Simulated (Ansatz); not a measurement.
# F6S: the cost of one run

Method: DFT PBE0, Gaussian basis def2-TZVPP, and further levels as typed in the inputs, in Ansatz 0.2.0.

**1. Starting point**

Bond lengths: S1–F2 1.570 Å, S1–F3 1.570 Å, S1–F4 1.570 Å, S1–F5 1.570 Å, S1–F6 1.570 Å, S1–F7 1.570 Å. Angles (14 of 15 angles, heavy atoms first): F2–S1–F3 180.0°, F2–S1–F4 90.0°, F2–S1–F5 90.0°, F2–S1–F6 90.0°, F2–S1–F7 90.0°, F3–S1–F4 90.0°, F3–S1–F5 90.0°, F3–S1–F6 90.0°, F3–S1–F7 90.0°, F4–S1–F5 180.0°, F4–S1–F6 90.0°, F4–S1–F7 90.0°, F5–S1–F6 90.0°, F5–S1–F7 90.0°.

As a file:

```xyz
7

S     0.0000    0.0000    0.0000
F     1.5700    0.0000    0.0000
F    -1.5700    0.0000    0.0000
F     0.0000    1.5700    0.0000
F     0.0000   -1.5700    0.0000
F     0.0000    0.0000    1.5700
F     0.0000    0.0000   -1.5700
```

**2. Relaxing the atoms: F6S**

input.yaml

```yaml
relax:
  f_tol: 0.001
  max_steps: 200
crystal:
  periodic: [false, false, false]
  atoms:
    - { symbol: S, position_ang: [0.0, 0.0, 0.0] }
    - { symbol: F, position_ang: [1.57, 0.0, 0.0] }
    - { symbol: F, position_ang: [-1.57, 0.0, 0.0] }
    - { symbol: F, position_ang: [0.0, 1.57, 0.0] }
    - { symbol: F, position_ang: [0.0, -1.57, 0.0] }
    - { symbol: F, position_ang: [0.0, 0.0, 1.57] }
    - { symbol: F, position_ang: [0.0, 0.0, -1.57] }
basis:
  gaussian: { orbitals: def2-TZVPP }
hamiltonian:
  xc: pbe0
```

The run is started by

```bash
> ansatz run input.yaml --threads 1 --pin off --max-ram 2457MiB --backend cpu --events-out ev --progress --plain --runs-dir out
```

Q: Estimate wall time and peak memory on 1 thread of Intel Xeon at 2.30GHz, shared host.

About 50 s, with a peak of 0.63 GiB.
